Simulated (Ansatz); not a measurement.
Working through a comparison of dispersion corrections of C₃H₅ClSe, SMILES C=C(Cl)[Se]C

Computed with Ansatz's Python interface.

Interactive session:
```pycon
>>> import ansatz as az
>>> geometry_ang = [
...     ("C", (1.752, -0.4732, -0.0073)),
...     ("C", (0.9573, 0.5898, -0.1324)),
...     ("Cl", (1.2361, 2.0236, 0.8429)),
...     ("Se", (-0.4999, 0.5721, -1.3877)),
...     ("C", (-1.7233, -0.1219, -0.0423)),
...     ("H", (1.5832, -1.3604, -0.609)),
...     ("H", (2.5762, -0.4658, 0.6986)),
...     ("H", (-2.7291, -0.2473, -0.493)),
...     ("H", (-1.7904, 0.5888, 0.8074)),
...     ("H", (-1.3621, -1.1057, 0.3228)),
... ]
>>> c3h5clse = az.Crystal.molecule()
>>> for symbol, xyz in geometry_ang:
...     c3h5clse = c3h5clse.atom(symbol, xyz)
...
>>> calculation = c3h5clse.calculation().basis(gaussian="def2-SVP")
>>> for name in ["b3lyp", "r2scan"]:
...     for correction in ("d3bj", "d4"):
...         rep = calculation.functional(name, dispersion=correction).run(threads=1).report
...         print(f"{name:8s} {correction:5s} total {rep['free_energy_ev']:.5f} eV, of which dispersion {1000 * rep['dispersion']['energy']['ev']:.2f} meV")
...
b3lyp    d3bj  total -81051.44617 eV, of which dispersion -497.09 meV
b3lyp    d4    total -81051.39101 eV, of which dispersion -441.94 meV
DeckWarning: the engine holds no damping parameters fitted to this dispersion correction and functional, so the run takes those fitted to r2scan beside the three-body term, which d3bj leaves out (hamiltonian.dispersion, under Limitations)
r2scan   d3bj  total -81046.78134 eV, of which dispersion -77.08 meV
r2scan   d4    total -81046.76941 eV, of which dispersion -65.15 meV
```

Total energies depend on the basis set; only differences at equal settings carry meaning. Warnings are shown shortened and without file and line. The geometry is a force-field or estimated start, not a minimum of this method, and the basis set is short of its limit. D4 holds the three-body term, and d3bj doesn't. b3lyp holds the VWN-RPA fit, as in Gaussian; the form of ORCA and Turbomole is b3lyp5. A dispersion term here runs with damping parameters fitted for another variant or functional. Run time: 12 s on 1 thread of Intel(R) Xeon(R) 6975P-C (Granite Rapids) (shared host), peak memory 0.34 GiB.
